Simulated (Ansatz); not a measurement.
# LiCd, space group Fd-3m: cell relaxations under several functionals

With Ansatz 0.2.0, Python API.

Run as a notebook:

In [1]:
```python
from dataclasses import dataclass

import ansatz as az
import numpy as np
```

In [2]:
```python
@dataclass(frozen=True)
class Settings:
    kmesh: tuple[int, ...] = (7, 7, 7)
    cutoff: int = 450
```

In [3]:
```python
cfg = Settings()
```

In [4]:
```python
def edges_and_angles(cell):
    cell = np.asarray(cell)
    a, b, c = np.linalg.norm(cell, axis=1)
    cosines = cell[1] @ cell[2] / (b * c), cell[0] @ cell[2] / (a * c), cell[0] @ cell[1] / (a * b)
    return (a, b, c, *np.degrees(np.arccos(cosines)))
```

In [5]:
```python
lattice = az.Lattice.of(
    (0.0, 3.33242039, 3.33242039),
    (3.33242039, 0.0, 3.33242039),
    (3.33242039, 3.33242039, 0.0),
)
sites = [
    ("Li", (0.25, 0.25, 0.25)),
    ("Li", (0.0, 0.0, 0.0)),
    ("Cd", (0.75, 0.75, 0.75)),
    ("Cd", (0.5, 0.5, 0.5)),
]
structure = az.Crystal(lattice=lattice)
for symbol, position in sites:
    structure = structure.atom(symbol, position)
```

In [6]:
```python
calculation = structure.calculation()
calculation = calculation.kpoints(*cfg.kmesh, center="gamma")
calculation = calculation.occupations(az.OccupationsMethod.FERMI_DIRAC, width=50 * az.meV).basis(cfg.cutoff)
calculation = calculation.relax(cell=True)
```

In [7]:
```python
levels = [("pbesol", "d3bj"), ("pbesol", "none"), ("lda", "none")]
print("level            a       b       c    alpha   beta  gamma  V/atom  steps")
for name, dispersion in levels:
    seen = []
    run = calculation.functional(name, dispersion=dispersion).session().plan()
    done = run.execute(on_event=lambda e: seen.append(e) if e["event"] == "relax_step" else None)
    cell = done.lattice.cell_ang
    label = name if dispersion == "none" else f"{name}+{dispersion}"
    print("{:13s} {:7.4f} {:7.4f} {:7.4f} {:6.2f} {:6.2f} {:6.2f}".format(label, *edges_and_angles(cell)), f"{abs(np.linalg.det(cell)) / len(done.lattice.sites):7.3f} {len(seen):5d}")
```
```text
level            a       b       c    alpha   beta  gamma  V/atom  steps
pbesol+d3bj    4.5659  4.5659  4.5659  60.00  60.00  60.00  16.827     5
pbesol         4.6680  4.6680  4.6680  60.00  60.00  60.00  17.981     4
lda            4.5803  4.5803  4.5803  60.00  60.00  60.00  16.987     5
```

From smallest to largest: PBEsol+D3BJ (16.83 Å³ an atom, -9.1 % against the start), LDA (16.99 Å³ an atom, -8.2 % against the start) and PBEsol (17.98 Å³ an atom, -2.8 % against the start). The spread is 6.9 % in volume.

What to keep in mind:
- Forces vanish by symmetry, so the ions can't move, and the end may be a saddle.
- Dispersion corrections can be off by several per cent in the lattices of metals, and by several GPa in the pressure at a fixed cell.
- For a metal this k-point mesh is coarse: on a finer one energies can move by several to tens of meV an atom and pressures by half a GPa or more, differences at one mesh by less.
- Edges and angles are those of the cell as typed, here a primitive one, not of the conventional cell.
- This cell is a computed structure, which may not be the phase found in nature.
- Hardware and time: 30 s on 1 thread of Arm Neoverse V2 (shared host), peak memory 0.45 GiB.
